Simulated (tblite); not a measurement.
# FH7Si3: the cost of one run

Computed with tblite 0.8.0 (tight binding) and PySCF 2.14.0 (DFT, with response routines of our own); each step states its level. Atoms count from 0 throughout.

### 1 The starting structure

11 atoms, charge 0, multiplicity 1; geometry from: MMFF94s geometry.

Bonds of the start (Å): F0–Si1 1.59, Si1–H4 1.48, Si1–H5 1.49, Si1–Si2 2.31, Si2–H6 1.49, Si2–H7 1.50, Si2–Si3 2.29, Si3–H10 1.49, Si3–H8 1.50, Si3–H9 1.47.

### 2 GFN2-xTB relaxation, conformer 1

Job settings and geometry (Å):

```
{"job": {"xc": "GFN2-xTB", "basis": "xTB", "kind": "relax"}, "charge": 0, "multiplicity": 1}
F     -1.755800     1.670900    -0.858600
Si    -1.811900     0.162700    -0.343800
Si     0.008600    -0.289200     1.010800
Si     1.797900     0.037600    -0.386500
H     -1.820400    -0.751300    -1.504100
H     -3.079000    -0.042800     0.416200
H     -0.038000    -1.687300     1.510200
H      0.064100     0.626300     2.196900
H      3.068000    -0.289000     0.340500
H      1.870500     1.435400    -0.847000
H      1.701600    -0.870500    -1.560600
```

Command:

```console
OMP_NUM_THREADS=1 python ens_run.py task.json out
```

The driver reads the study from task.json and runs its stages one after another.

Q: Estimate the wall time of this first job on 1 thread of AMD EPYC, shared host.

About 2 s.
